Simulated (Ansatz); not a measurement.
What does this script print? It uses the Ansatz DFT code, driven from Python.

`ca_slab.py`:
```python
"""Cutting and solving a surface of Ca."""

import ansatz as az
from ase import Atoms
from ase.build import surface
import numpy as np


def main() -> None:
    atoms = Atoms(
        ["Ca"],
        scaled_positions=[
            (0.0, 0.0, 0.0),
        ],
        cell=[
            (-2.24, 2.24, 2.24),
            (2.24, -2.24, 2.24),
            (2.24, 2.24, -2.24),
        ],
        pbc=True,
    )
    # Miller indices count the vectors of the cell as typed
    slab = surface(atoms, (1, 1, 0), 6, vacuum=8.0)
    slab.pbc = True

    print(slab.get_chemical_formula(), "area {:.3f} A^2, cell height {:.2f} A".format(np.linalg.norm(np.cross(slab.cell[0], slab.cell[1])), slab.cell[2, 2]))


    def common(structure):
        return (
            az.Crystal.from_ase(structure).calculation()
            .functional("r2scan")
            .occupations("Methfessel-Paxton")
            .eigensolver("auto")
            .scf(max_iterations=150, lower_state_search="off")
        )


    job = (
        common(slab)
        .kpoints(3, 5, 1)
        .electric_field(axis=3, dipole_correction=True)
        .potential()
        .forces()
    )
    outcome = job.run(threads=1, backend="cpu")
    summary = outcome.report

    print(f"slab free energy {summary['free_energy_ev']:.4f} eV, Fermi level {summary['fermi_energy_ev']:.3f} eV")
    for key, value in summary["work_function"].items():
        if isinstance(value, float):
            print(f"{key:34s} {value:12.5f}")

    print("z (A) and force along z (eV/A)")
    for site, force in sorted(zip(outcome.lattice.sites, summary["forces_ev_ang"]), key=lambda pair: pair[0].position_ang[2]):
        print(f"{site.symbol:3s} {site.position_ang[2]:8.3f} {force[2]:9.4f}")


if __name__ == "__main__":
    main()
```

```console
$ python ca_slab.py
Ca6 area 24.581 A^2, cell height 25.14 A
DeckWarning: basis.ecutwfc = 500 eV, auto-derived from the records' recommended cutoffs: set by Ca (their level for a meta-GGA)
RunWarning: The output density's exchange-correlation potential varies sharply where the density is thin. Do not read a vacuum level from v_tot or v_xc, or from such a field of the output density. On [...]
slab free energy -10928.0929 eV, Fermi level 0.536 eV
ramp_position                           0.95000
ramp_width                              0.10000
amplitude_v_ang                         0.00000
dipole_field_v_ang                     -0.00000
dipole_moment_e_ang                    -0.00000
phi_plus_ev                             2.75658
phi_minus_ev                            2.75657
vacuum_level_plus_ev                    3.29263
vacuum_level_minus_ev                   3.29263
flatness_plus_ev_ang                    0.00061
flatness_minus_ev_ang                   0.00046
ramp_density_extremum_e_ang3            0.00001
ramp_density_minimum_e_ang3             0.00000
ramp_density_bound_e_ang3               0.00001
ramp_density_effective_e_ang3           0.00001
plane_spacing_ang                       0.13096
z (A) and force along z (eV/A)
Ca     8.000    0.2455
Ca     9.829    0.0684
Ca    11.658   -0.0717
Ca    13.487    0.0717
Ca    15.316   -0.0684
Ca    17.145   -0.2455
```
(Warnings from the package without file and line, shortened.)

Notes:
- These settings explore the input space; cutoff and mesh may be short of convergence.
- For a metal this k-point mesh is coarse: on a finer one energies can move by several to tens of meV an atom and pressures by half a GPa or more, differences at one mesh by less.
- Only differences from the Fermi energy are physical; the zero of the scale is a convention.
- Of the deposited cell: it was measured well above room temperature.
- This isn't the structure that Ca takes at ambient conditions.
- The slab is thin and cut from the structure as given; a cut can leave two unlike or polar faces, and the surface energy is then their mean. Miller indices refer to the vectors of the cell as typed, and the lattice isn't relaxed for this functional, so relaxation and surface energy can hold strain.
- The whole script took 19 s on 1 thread of AMD EPYC 9R45 96-Core Processor (Zen 5), on a shared host, peak memory 1.8 GiB.

(Lines on the test bed's own set-up are left out of the output.)
